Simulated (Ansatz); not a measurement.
# AlGaH (quartet): wave-function methods side by side at a displaced geometry (v2), cc-pVTZ

How much of the correlation energy of AlGaH (quartet) does each wave-function method recover here?

Computed with Ansatz 0.2.0, Gaussian basis. Level: cc-pVTZ, core rule «outside noble gas», up to 19 orbitals frozen.

Plan: UHF; CCSD(T) on ROHF; CCSD(T) on UHF; BCCD(T) on ROHF; CCSDT(Q) on ROHF; CCSDT(Q) on UHF; CASSCF and MRCISD+Q, 7 electrons in 9 orbitals; CASSCF and NEVPT2, 7 electrons in 9 orbitals.

23 further runs of the same task are left out: 2 for a known fault of the program, 7 that didn't finish, 14 set aside as unsound or not needed.

## Step 1: The system

The geometry is a PBE0/def2-TZVP stationary point (not a proven minimum) with its atoms shifted at random (size 0.100 Å). No spin-orbit coupling is included. The filled d shell of Ga may be among the frozen orbitals whatever the setting's name suggests; the logs give the count.

3 atoms, charge 0, spin multiplicity 4.

Atoms are counted from 1 here; the program's logs count them from 0.

Bond lengths: Al1–Ga2 2.303 Å, Ga2–H3 1.569 Å. Angles: Al1–Ga2–H3 173.0°.

## Step 2: UHF

Input file in.yaml:

```yaml
crystal:
  periodic: [false, false, false]
  atoms:
    - {symbol: Al, position_ang: [0.084376, 0.005225, 2.053498]}
    - {symbol: Ga, position_ang: [-0.080498, 0.013599, -0.243309]}
    - {symbol: H, position_ang: [-0.003878, -0.018825, -1.810189]}
basis:
  gaussian: {orbitals: cc-pVTZ}
magnetization: {spin_polarized: true, initial_magnetization: 3}
hamiltonian: {xc: hf}
output: {orbitals: {seedname: orbitals}}
```

Command:

```console
$ ansatz run in.yaml --threads 1 --pin off --events-out ev --progress --plain --max-ram 2393MiB
```

The runs that follow: CCSD(T) on ROHF; CCSD(T) on UHF; BCCD(T) on ROHF; CCSDT(Q) on ROHF; CCSDT(Q) on UHF; CASSCF and MRCISD+Q, 7 electrons in 9 orbitals; CASSCF and NEVPT2, 7 electrons in 9 orbitals.

Q: Predict the results of all the runs planned. Wanted: UCCSDT(Q) below the RHF energy; RMP2 from UCCSDT(Q); UMP2 from UCCSDT(Q); RCCSD from UCCSDT(Q); RCCSD(T) from UCCSDT(Q); UCCSD(T) from UCCSDT(Q); RCCSDT(Q) from UCCSDT(Q); NEVPT2 valence from UCCSDT(Q); MRCISD+Q valence from UCCSDT(Q).

As calculated:

```
                         quantity                                        value
   UCCSDT(Q) below the RHF energy                                   -3.6524 eV
              RMP2 from UCCSDT(Q)                                   +860.3 meV
              UMP2 from UCCSDT(Q)                                   +870.2 meV
             RCCSD from UCCSDT(Q)                                   +238.0 meV
          RCCSD(T) from UCCSDT(Q)                                    +59.7 meV
          UCCSD(T) from UCCSDT(Q)                                    +53.0 meV
         RCCSDT(Q) from UCCSDT(Q)                                     +7.6 meV
    NEVPT2 valence from UCCSDT(Q)                                   +609.9 meV
  MRCISD+Q valence from UCCSDT(Q)                                    +12.7 meV
levels within 1 kcal/mol (43 meV)  RCCSDT, UCCSDT, RCCSDT(Q), MRCISD+Q valence
                    T1 diagnostic                                        0.035
   effectively unpaired electrons                                         3.03
```

In words: RCCSD(T) lands +59.7 meV from the yardstick (1.6 % of the correlation energy). One determinant dominates. Of the multireference levels listed MRCISD+Q valence comes nearest in total energy (+12.7 meV), which doesn't show that its space is the better one. These misses are within one basis, not against nature; the frozen cores of restricted and unrestricted runs differ, which can shift their rows.
